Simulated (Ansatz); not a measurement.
**C2H8GaNSi: up Jacob's ladder to CCSD(T)**

One table from this session's results is given with a row withheld; the runs are named, their logs left out.

Method: functionals in def2-TZVPP, the program's frozen cores in correlated methods; program: Ansatz 0.2.0, Gaussian basis.

The runs, in order: PBE-D4, r2SCAN-D4, PBE0-D4, B3LYP-D4, ωB97X-V, ωB97M-V, B2PLYP; CCSD(T)/def2-TZVPP; MP2/def2-QZVPP; extrapolation to the limit.

## The relaxed structure

The geometry comes from an earlier relaxation with PBE0-D4 in a triple-zeta def2 set; it is a stationary point, not always the lowest conformer.

13 atoms, charge 0, spin multiplicity 1.

Atoms are counted from 1 here; the program's logs count them from 0.

Bond lengths: C1–N2 1.435 Å, C1–H6 1.100 Å, C1–H7 1.092 Å, C1–H8 1.100 Å, N2–C3 1.463 Å, N2–Ga5 1.849 Å, C3–Si4 1.915 Å, C3–H9 1.100 Å, C3–H10 1.100 Å, Si4–Ga5 2.381 Å, Si4–H11 1.490 Å, Si4–H12 1.490 Å, Ga5–H13 1.559 Å. Angles: N2–C1–H6 111.6°, N2–C1–H7 110.5°, N2–C1–H8 111.6°, H6–C1–H7 108.0°, H6–C1–H8 107.0°, H7–C1–H8 108.0°, C1–N2–C3 116.2°, C1–N2–Ga5 136.0°, C3–N2–Ga5 107.8°, N2–C3–Si4 100.5°, N2–C3–H9 112.0°, N2–C3–H10 112.0°, Si4–C3–H9 112.8°, Si4–C3–H10 112.8°, H9–C3–H10 106.9°, C3–Si4–Ga5 76.5°, C3–Si4–H11 113.7°, C3–Si4–H12 113.6° and more.

The first run:

Contents of in.yaml:

```yaml
crystal:
  periodic: [false, false, false]
  atoms:
    - {symbol: C, position_ang: [-1.249266, 1.158010, 0.873045]}
    - {symbol: N, position_ang: [-0.261322, 0.489374, 0.075534]}
    - {symbol: C, position_ang: [-0.010701, -0.913990, 0.402712]}
    - {symbol: Si, position_ang: [1.336463, -1.338912, -0.890040]}
    - {symbol: Ga, position_ang: [0.844344, 0.948142, -1.333640]}
    - {symbol: H, position_ang: [-0.975475, 1.161631, 1.938097]}
    - {symbol: H, position_ang: [-1.362037, 2.195313, 0.550345]}
    - {symbol: H, position_ang: [-2.231353, 0.669452, 0.794934]}
    - {symbol: H, position_ang: [-0.915689, -1.530269, 0.293867]}
    - {symbol: H, position_ang: [0.338094, -1.039404, 1.438705]}
    - {symbol: H, position_ang: [0.933437, -2.409745, -1.844434]}
    - {symbol: H, position_ang: [2.638629, -1.738926, -0.286415]}
    - {symbol: H, position_ang: [0.914885, 2.349333, -2.012709]}
basis:
  gaussian: {orbitals: def2-TZVPP}
hamiltonian: {xc: pbe, dispersion: d4}
output: {forces: true, orbitals: {seedname: orbitals}}
```

Run with:

```sh
$ ansatz run in.yaml --threads 2 --pin off --events-out ev --progress --plain --max-ram 22528MiB --backend cuda --devices 0, --max-vram 18GiB
```

Steps of the session up to this table: PBE-D4 (GGA); r2SCAN-D4 (meta-GGA); PBE0-D4 (hybrid); B3LYP-D4 (hybrid); ωB97X-V (range-separated); ωB97M-V (range-separated); B2PLYP (double hybrid); CCSD(T) in def2-TZVPP; MP2 in def2-QZVPP.

One table of the session follows, with a row left open; its other results are not shown here.

```
            method  atomisation energy (eV)
            PBE-D4                   46.213
         r2SCAN-D4                   45.561
           PBE0-D4                   45.567
          B3LYP-D4                   45.420
           ωB97X-V                   45.747
           ωB97M-V                   45.499
            B2PLYP                        ?
     HF/def2-TZVPP                   32.492
    MP2/def2-TZVPP                   44.788
   CCSD/def2-TZVPP                   43.720
CCSD(T)/def2-TZVPP                   44.421
           MP2/CBS                   45.893
       CCSD(T)/CBS                   45.527
```

**Question.** Estimate the row for B2PLYP.

**Answer.** atomisation energy (eV): 44.890. In the column «atomisation energy (eV)» it lies between MP2/def2-TZVPP (44.788) and B3LYP-D4 (45.420).
